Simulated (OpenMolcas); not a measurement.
# Ir⁴⁺ among point charges: CASSCF and CASPT2 levels and susceptibility

Aim: the splitting of the states of Ir⁴⁺ in the field of 6 point charges, its lowest levels with spin-orbit coupling and its magnetic susceptibility.

The numbers are computed with OpenMolcas 26.06 (state-averaged CASSCF and CASPT2, spin-orbit coupling by RASSI with atomic mean-field integrals), except any that are marked as measured or tabulated.

### Step 1. The system

- Species: Ir⁴⁺ (iridium, Z = 77, 73 electrons)
- Basis: ANO-RCC-VDZP [7s6p4d2f], 59 functions
- Scalar Hamiltonian: DKH2, point nucleus
- Inactive shells: 1s 2s 2p 3s 3p 3d 4s 4p 4d 4f 5s 5p
- Active space: 5 electrons in 5 orbitals (5d)
- Some configurations of this space: 5d⁵
- Orbitals: optimised for each spin and parity, averaged over all roots

The outer shells:

5d5
```
5d [↑ ][↑ ][↑ ][↑ ][↑ ]
```

The ion sits among 6 point charges of -0.98 e arranged as an octahedron (Oh), 2.16 Å from the ion.

The work runs as a chain of OpenMolcas steps in one folder; each step below is one input file. Labels, J, g values, rates, χT and fits are worked out afterwards by a script from the matrices that RASSI stores. The input lists half of the charges; inversion (Group=XYZ) makes the rest.

### Step 2. GATEWAY and SEWARD: basis and integrals

Contents of a.inp:

```
&GATEWAY
Coord
1

Ir 0.0 0.0 0.0
Basis=ANO-RCC-VDZP
Group=XYZ
NoMove
AngMom=0.0 0.0 0.0
AMFI
XField
3 Angstrom 0
2.160000 0.000000 0.000000 -0.980000
0.000000 2.160000 0.000000 -0.980000
0.000000 0.000000 2.160000 -0.980000
&SEWARD
```

On the command line:

```console
$ OMP_NUM_THREADS=1 MOLCAS_MEM=1689 MOLCAS_PROJECT=a pymolcas a.inp > a.log
```

### Step 3. CASSCF: sextets of even parity, 1 root

Contents of a.inp:

```
&RASSCF
FileOrb=start.orb
Symmetry=1
Spin=6
nActEl=5 0 0
Inactive=15 19
Ras2=5 0
CIRoot=1 1 1
SDav=1
CIMx=300
Iter=120 100
PrWF=0.3
OrbListing=Nothing
MaxOrb=0
>>> COPY $Project.JobIph JOB001
```

start.orb holds the contracted functions of the basis, ordered by shell, or the orbitals of the step before.

### Step 4. Reference wave functions, quartets of even parity, 24 roots

Contents of a.inp:

```
&RASSCF
FileOrb=start.orb
Symmetry=1
Spin=4
nActEl=5 0 0
Inactive=15 19
Ras2=5 0
CIRoot=24 24 1
SDav=24
CIMx=300
Iter=120 100
PrWF=0.3
OrbListing=Nothing
MaxOrb=0
>>> COPY $Project.JobIph JOB002
```

### Step 5. Reference wave functions, doublets of even parity, 75 roots

Contents of a.inp:

```
&RASSCF
FileOrb=start.orb
Symmetry=1
Spin=2
nActEl=5 0 0
Inactive=15 19
Ras2=5 0
CIRoot=75 75 1
SDav=75
CIMx=300
Iter=120 100
PrWF=0.3
OrbListing=Nothing
MaxOrb=0
>>> COPY $Project.JobIph JOB003
```

### Step 6. State interaction with spin-orbit coupling

Contents of a.inp:

```
&RASSI
NrOfJobIphs=3 1 24 75
1
1 2 3 4 5 6 7 8 9 10 11 12 13 14 15 16 17 18 19 20 21 22 23 24
1 2 3 4 5 6 7 8 9 10 11 12 13 14 15 16 17 18 19 20 21 22 23 24 25 26 27
28 29 30 31 32 33 34 35 36 37 38 39 40 41 42 43 44 45 46 47 48 49 50 51
52 53 54 55 56 57 58 59 60 61 62 63 64 65 66 67 68 69 70 71 72 73 74 75
IphNames
JOB001
JOB002
JOB003
EJob
SpinOrbit
DIPRint=1.0
SOCoupling=1000.0
Subsets=2
Property=9
'ANGMOM' 1 'ANGMOM' 2 'ANGMOM' 3 'MLTPL  1' 1 'MLTPL  1' 2 'MLTPL  1' 3
'AMFI' 1 'AMFI' 2 'AMFI' 3
SOProperty=3
'ANGMOM' 1 'ANGMOM' 2 'ANGMOM' 3
```

### Step 7. CASPT2: IPEA 0.25, imaginary shift 0.1 (closed shells correlated: 5s 5p)

Contents of a.inp:

```
>>> COPY JOB001 $Project.JobIph
&CASPT2
Multistate=1 1
Frozen=14 16
IPEA=0.25
Imaginary=0.1
MaxIter=60
WThr=0.0 0.3 0.05
PrWF=0.5
NoMix
>>> COPY JOB002 $Project.JobIph
&CASPT2
Multistate=24 1 2 3 4 5 6 7 8 9 10 11 12 13 14 15 16 17 18 19 20 21 22
23 24
NoMult
Frozen=14 16
IPEA=0.25
Imaginary=0.1
MaxIter=60
WThr=0.0 0.3 0.05
PrWF=0.5
NoMix
>>> COPY JOB003 $Project.JobIph
&CASPT2
Multistate=75 1 2 3 4 5 6 7 8 9 10 11 12 13 14 15 16 17 18 19 20 21 22
23 24 25 26 27 28 29 30 31 32 33 34 35 36 37 38 39 40 41 42 43 44 45 46
47 48 49 50 51 52 53 54 55 56 57 58 59 60 61 62 63 64 65 66 67 68 69 70
71 72 73 74 75
NoMult
Frozen=14 16
IPEA=0.25
Imaginary=0.1
MaxIter=60
WThr=0.0 0.3 0.05
PrWF=0.5
NoMix
```

(Steps that only read results are left out.)

Before running it: what results should come out? Wanted: spin-free ground state; lowest level; next level.

The runs gave:

| quantity | value |
| --- | --- |
| method | SS-CASPT2, IPEA 0.25, imaginary shift 0.1 (closed shells correlated: 5s 5p) |
| spin-free ground state | 6A1, 1-fold in its orbital part |
| lowest level | 2-fold Γ7, g = 3.21, 3.21, 3.21 |
| next level | 63.0 cm⁻¹ |
| χT at 300 K | 4.06 cm³ K/mol |
| effective moment at 300 K | 5.70 μB |

Cost by method:

| method | time of its own steps | time with the reference |
| --- | --- | --- |
| A. CASSCF | 24 s | 24 s |
| B. SS-CASPT2, IPEA 0.25, imaginary shift 0.1, +5s 5p | 6.7 s | 30 s |

Times are of one thread on a shared host.

**Reading.** The spin-free ground state (6A1) comes to 100 % from free-ion S terms and keeps the highest spin of the shell. χT at 300 K is 4.06, against 4.39 cm³ K/mol for the spin alone, as a half-filled shell (L = 0) has no orbital moment. An active space of the d shell alone favours high spin; real ions in strong fields can be low spin. A ligand-field fit to the states below 45000 cm-1 gives 10Dq = 2422 cm-1, B = 845 cm-1 and C = 3417 cm-1 (C/B = 4.04), with a deviation of 594 cm-1. CASPT2 does not keep the components of a term degenerate, and the means are used. The field of point charges can differ much from that of real complexes. With metal d orbitals alone active, the gaps between spin states are rough; where two lie within a few thousand cm-1, their order is open. This is an electrostatic model: the charges have no orbitals.
